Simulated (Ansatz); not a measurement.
**F₃H₃OSi₂: basis-set convergence**

An exercise on one series of results from a longer session: the logs are not shown, and one member is left open.

Method: one geometry, several basis sets; program: Ansatz 0.2.0, Gaussian basis.

The runs, in order: PBE0-D4/def2-SVP; ωB97M-V/def2-SVP; PBE0-D4/def2-QZVPP; ωB97M-V/def2-QZVPP; the functionals' def2-TZVPP values are taken from earlier runs.

## The geometry

The geometry comes from an earlier relaxation with PBE0-D4 in a triple-zeta def2 set; it is a stationary point, not always the lowest conformer.

9 atoms, charge 0, spin multiplicity 1.

Atoms are counted from 1 here; the program's logs count them from 0.

Bond lengths: F1–Si2 1.590 Å, Si2–O3 1.626 Å, Si2–H7 1.475 Å, Si2–H8 1.476 Å, O3–Si4 1.605 Å, Si4–F5 1.581 Å, Si4–F6 1.579 Å, Si4–H9 1.463 Å. Angles: F1–Si2–O3 108.4°, F1–Si2–H7 108.1°, F1–Si2–H8 107.9°, O3–Si2–H7 108.4°, O3–Si2–H8 110.2°, H7–Si2–H8 113.8°, Si2–O3–Si4 155.1°, O3–Si4–F5 109.8°, O3–Si4–F6 108.8°, O3–Si4–H9 111.7°, F5–Si4–F6 107.2°, F5–Si4–H9 109.7°, F6–Si4–H9 109.5°.

Set-up of the first run:

Input file in.yaml:

```yaml
crystal:
  periodic: [false, false, false]
  atoms:
    - {symbol: F, position_ang: [-0.304849, -2.387307, 0.791484]}
    - {symbol: Si, position_ang: [0.768914, -1.390995, 0.172066]}
    - {symbol: O, position_ang: [0.203320, 0.126972, 0.315275]}
    - {symbol: Si, position_ang: [-0.687911, 1.394166, -0.105756]}
    - {symbol: F, position_ang: [-1.497091, 1.065285, -1.423187]}
    - {symbol: F, position_ang: [0.272235, 2.602297, -0.437957]}
    - {symbol: H, position_ang: [2.007158, -1.501922, 0.965117]}
    - {symbol: H, position_ang: [0.940542, -1.738363, -1.252602]}
    - {symbol: H, position_ang: [-1.613919, 1.783367, 0.958462]}
basis:
  gaussian: {orbitals: def2-SVP}
hamiltonian: {xc: pbe0, dispersion: d4}
output: {orbitals: {seedname: orbitals}}
```

Steps of the session up to this table: PBE0-D4 in def2-SVP; ωB97M-V in def2-SVP; PBE0-D4 in def2-QZVPP; ωB97M-V in def2-QZVPP.

One of the session's tables, all rows but one given; the rest of the session is left out.

It belongs to the step «Density functionals: the series». 

| functional | basis | HOMO (eV) | LUMO (eV) |
| --- | --- | --- | --- |
| PBE0-D4 | def2-SVP | ? | ? |
| PBE0-D4 | def2-TZVPP | -9.62 | 0.34 |
| PBE0-D4 | def2-QZVPP | -9.64 | 0.11 |
| ωB97M-V | def2-SVP | -11.77 | 2.91 |
| ωB97M-V | def2-TZVPP | -11.90 | 2.03 |
| ωB97M-V | def2-QZVPP | -11.93 | 1.51 |

Q: Estimate the row for PBE0-D4, def2-SVP from the others.

**Answer.** HOMO (eV): -9.53; LUMO (eV): 0.96. In the column «HOMO (eV)» it is the highest.
